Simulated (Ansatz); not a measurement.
# Ta2SiI2: the cost of one run

Program: Ansatz 0.2.0. Level of theory: DFT PBE, scalar-relativistic, plane waves, PAW. These are calculated values, not measurements.

1 further run of the same task is left out (it didn't finish).

## 1. The starting structure

Symmetry: P6/mmm, No. 191, hexagonal system. Conventional cell: a = 4.460 Å, b = 4.460 Å, c = 9.633 Å, α = 90.00°, β = 90.00°, γ = 120.00°. Around Ta (site symmetry -6m2) lie 3 Ta at 2.58 Å and 6 I at 2.93 Å. Around Si (site symmetry 6/mmm) lie 2 I at 3.43 Å. I (site symmetry 6mm) has 1 I at 2.78 Å and 6 Ta at 2.93 Å as nearest neighbours.

Coordinates:

```cif
data_structure
_symmetry_space_group_name_H-M 'P6/mmm'
_symmetry_Int_Tables_number 191
_cell_length_a 4.4602
_cell_length_b 4.4602
_cell_length_c 9.6330
_cell_angle_alpha 90.000
_cell_angle_beta 90.000
_cell_angle_gamma 120.000
_cell_volume 165.96
loop_
_atom_site_label
_atom_site_type_symbol
_atom_site_symmetry_multiplicity
_atom_site_Wyckoff_symbol
_atom_site_fract_x
_atom_site_fract_y
_atom_site_fract_z
_atom_site_occupancy
Ta1 Ta 2 c 0.33333 0.66667 0.00000 1
Si1 Si 1 b 0.00000 0.00000 0.50000 1
I1 I 2 e 0.00000 0.00000 0.14424 1
```

Recipe of the guess: random cell by space group and Wyckoff sites (P6/mmm, No. 191). The dimensions are guesses.

## 2. Probe: one point on a coarse mesh

Contents of input.yaml:

```yaml
crystal:
  lattice:
    - [4.4602289, 0.0, 0.0]
    - [-2.23011445, 3.86267153, 0.0]
    - [0.0, 0.0, 9.63303063]
  atoms:
    - { symbol: Ta, position: [0.33333333, 0.66666667, 0.0] }
    - { symbol: Ta, position: [0.66666667, 0.33333333, 0.0] }
    - { symbol: Si, position: [0.0, 0.0, 0.5] }
    - { symbol: I, position: [0.0, 0.0, 0.14424481] }
    - { symbol: I, position: [0.0, 0.0, 0.85575519] }
basis:
  ecutwfc: 420
kpoints:
  mp_grid: { grid: [6, 6, 2] }
hamiltonian:
  xc: pbe
scf:
  occupations: { method: gaussian, width: 0.1 }
  lower_state_search: "off"
output:
  forces: true
  stress: true
  eigenvalues: true
```

Launch:

```bash
$ ansatz run input.yaml --threads 1 --pin off --max-ram 2560MiB --backend cpu --events-out ev --progress --plain --runs-dir out
```

What time and memory should one allow on 1 thread of Arm Neoverse V2, shared host?

About 5.5 s, with a peak of 0.42 GiB.
